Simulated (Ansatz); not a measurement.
**CH5GaO2 (SMILES [CH3][Ga]([OH])[OH]): PBE/cc-pVDZ**

What is the electronic atomisation energy of CH5GaO2 at PBE/cc-pVDZ? 

The calculation is run with Ansatz 0.2.0.

80 further runs of the same task are left out: 3 that didn't finish, 77 set aside as unsound or not needed. Runs told in other sessions of the task aren't counted.

**1. The structure to begin with**

CH5GaO2: 9 atoms, total charge 0, spin state singlet. SMILES: `[CH3][Ga]([OH])[OH]`. The shape is that of a PBE0-D4/def2-TZVP optimisation. This is one conformer, not always the lowest.

Bond lengths: C1–Ga2 1.941 Å, Ga2–O3 1.791 Å, Ga2–O4 1.791 Å, C1–H5 1.090 Å, C1–H6 1.091 Å, C1–H7 1.091 Å, O3–H8 0.959 Å, O4–H9 0.959 Å. Some angles: C1–Ga2–O3 121.3°, C1–Ga2–O4 121.2°, O3–Ga2–O4 117.5°, Ga2–C1–H5 110.5°, Ga2–C1–H6 109.9°, Ga2–C1–H7 110.2°, Ga2–O3–H8 115.4°, Ga2–O4–H9 115.3°, H5–C1–H6 108.9°, H5–C1–H7 109.4°.

**2. A single-point energy at PBE/cc-pVDZ**

in.yaml

```yaml
crystal:
  periodic: [false, false, false]
  atoms:
    - {symbol: C, position_ang: [0.139500, 0.740600, -1.385600]}
    - {symbol: Ga, position_ang: [-0.022300, -0.180400, 0.314900]}
    - {symbol: O, position_ang: [0.237900, -1.947500, 0.443200]}
    - {symbol: O, position_ang: [-0.435700, 0.706800, 1.814800]}
    - {symbol: H, position_ang: [0.259800, 0.024500, -2.197900]}
    - {symbol: H, position_ang: [1.005300, 1.404900, -1.368100]}
    - {symbol: H, position_ang: [-0.746600, 1.349900, -1.568800]}
    - {symbol: H, position_ang: [0.141200, -2.314500, 1.323600]}
    - {symbol: H, position_ang: [-0.490700, 0.169600, 2.607000]}
basis:
  gaussian:
    orbitals: cc-pVDZ
hamiltonian:
  xc: {name: PBE}
accuracy: high
output:
  orbitals: {seedname: orbitals}
```

Started as:

```sh
$ ansatz run in.yaml --threads 1 --pin off --max-ram 3480MiB --events-out events.jsonl --progress --plain --runs-dir runs
```

The program printed:

```text
Warning: RAYON_NUM_THREADS=1 ignored (pool sized by the plan → 1); use --threads N
Functional definition: PBE
  name "PBE"
  parameter kappa = 0.804
  parameter beta = 0.06672455060314922
  exchange = pbe_x(kappa = kappa, mu = beta*pi^2/3)
  correlation = pbe_c(beta = beta)
2140 factors; integrals over basis functions are off by at most 4.7e-9 eV
mean field evaluation 1: about -57559.5580 eV, gradient 9.5e1 eV
mean field evaluation 2: about -57503.0166 eV, gradient 1.8e2 eV
mean field evaluation 4: about -57577.0967 eV, gradient 1.4e1 eV
mean field evaluation 8: about -57577.5994 eV, gradient 7.3e-1 eV
mean field evaluation 16: about -57577.6005 eV, gradient 4.2e-5 eV
mean field -57577.60048071 eV, -2115.9377901668 hartree, gradient 5.8e-8 eV, S^2 0.000000; 0 other end points of the search recorded, 0 dependent functions left out
reference -57577.60048476 eV, -2115.9377903155 hartree; 29, 29 occupied and 65, 65 virtual orbitals, 2140 factors
Total energy: -57577.60048476 eV, -2115.9377903155 hartree
```

It took 9 s on 1 thread of Arm Neoverse V2, shared host; peak memory 0.25 GiB.

**3. The C atom, same level**

molecule.yaml

```yaml
crystal:
  periodic: [false, false, false]
  atoms:
    - symbol: C
      position_ang: [0.000000, 0.000000, 0.000000]
basis:
  gaussian:
    orbitals: cc-pVDZ
magnetization:
  spin_polarized: true
  initial_magnetization: 2
hamiltonian:
  xc: {name: PBE}
accuracy: high
```

Run the same way, it converges to -37.78854 Eh (log not shown).

**4. The Ga atom at the same level**

in.yaml

```yaml
basis:
  gaussian:
    orbitals: cc-pVDZ
crystal:
  periodic: [false, false, false]
  atoms:
    - {symbol: Ga, position_ang: [0.000000, 0.000000, 0.000000]}
total_charge: 0
magnetization:
  spin_polarized: true
  initial_magnetization: 1
hamiltonian:
  xc: pbe
accuracy: high
```

Run the same way, it converges to -1924.48431 Eh (log not shown).

**5. The H atom, same level**

run.yaml

```yaml
basis:
  gaussian: {orbitals: cc-pVDZ}
crystal:
  periodic: [false, false, false]
  atoms:
    - {symbol: H, position_ang: [0.000000, 0.000000, 0.000000]}
magnetization: {spin_polarized: true, initial_magnetization: 1}
hamiltonian: {xc: {name: PBE}}
accuracy: high
```

Started as:

```sh
$ ansatz run run.yaml --threads 1 --pin off --max-ram 3480MiB --events-out events.jsonl --progress --plain --runs-dir runs
```

The program printed (excerpt; [...] marks lines left out):

```text
Warning: RAYON_NUM_THREADS=1 ignored (pool sized by the plan → 1); use --threads N
[... 6 set-up lines as earlier in the session ...]
15 factors; integrals over basis functions are off by at most 4.6e-8 eV
mean field evaluation 1: about -13.5665 eV, gradient 4.0e-1 eV
mean field evaluation 2: about -13.5663 eV, gradient 4.0e-1 eV
mean field evaluation 4: about -13.5684 eV, gradient 5.5e-6 eV
mean field evaluation 8: about -13.5684 eV, gradient 1.6e-10 eV
mean field -13.56836056 eV, -0.4986280535 hartree, gradient 1.2e-10 eV, S^2 0.750000; 0 other end points of the search recorded, 0 dependent functions left out
reference -13.56836236 eV, -0.4986281198 hartree; 1, 0 occupied and 4, 5 virtual orbitals, 15 factors
Total energy: -13.56836236 eV, -0.4986281198 hartree
```

It took 0.1 s on 1 thread of Arm Neoverse V2, shared host.

**6. The O atom, same level**

in.yaml

```yaml
crystal:
  periodic: [false, false, false]
  atoms:
    - {symbol: O, position_ang: [0.000000, 0.000000, 0.000000]}
basis:
  gaussian: {orbitals: cc-pVDZ}
magnetization: {spin_polarized: true, initial_magnetization: 2}
hamiltonian: {xc: pbe}
accuracy: high
```

Run the same way, it converges to -74.98142 Eh (log not shown).

**7. Summary of results**

At PBE/cc-pVDZ:

```
                     quantity           value
       molecule: total energy  -2115.93779 Eh
        molecule: HOMO energy        -6.42 eV
        molecule: LUMO energy        -0.77 eV
      molecule: HOMO–LUMO gap         5.65 eV
         C atom: total energy    -37.78854 Eh
                 C atom: ⟨S²⟩           2.002
        Ga atom: total energy  -1924.48431 Eh
                Ga atom: ⟨S²⟩           0.752
         H atom: total energy     -0.49863 Eh
                 H atom: ⟨S²⟩           0.750
         O atom: total energy    -74.98142 Eh
                 O atom: ⟨S²⟩           2.002
electronic atomisation energy       32.898 eV
```

What this shows: Taking the molecule apart into free atoms costs 32.90 eV (759 kcal/mol), before zero-point energy and without spin-orbit coupling.
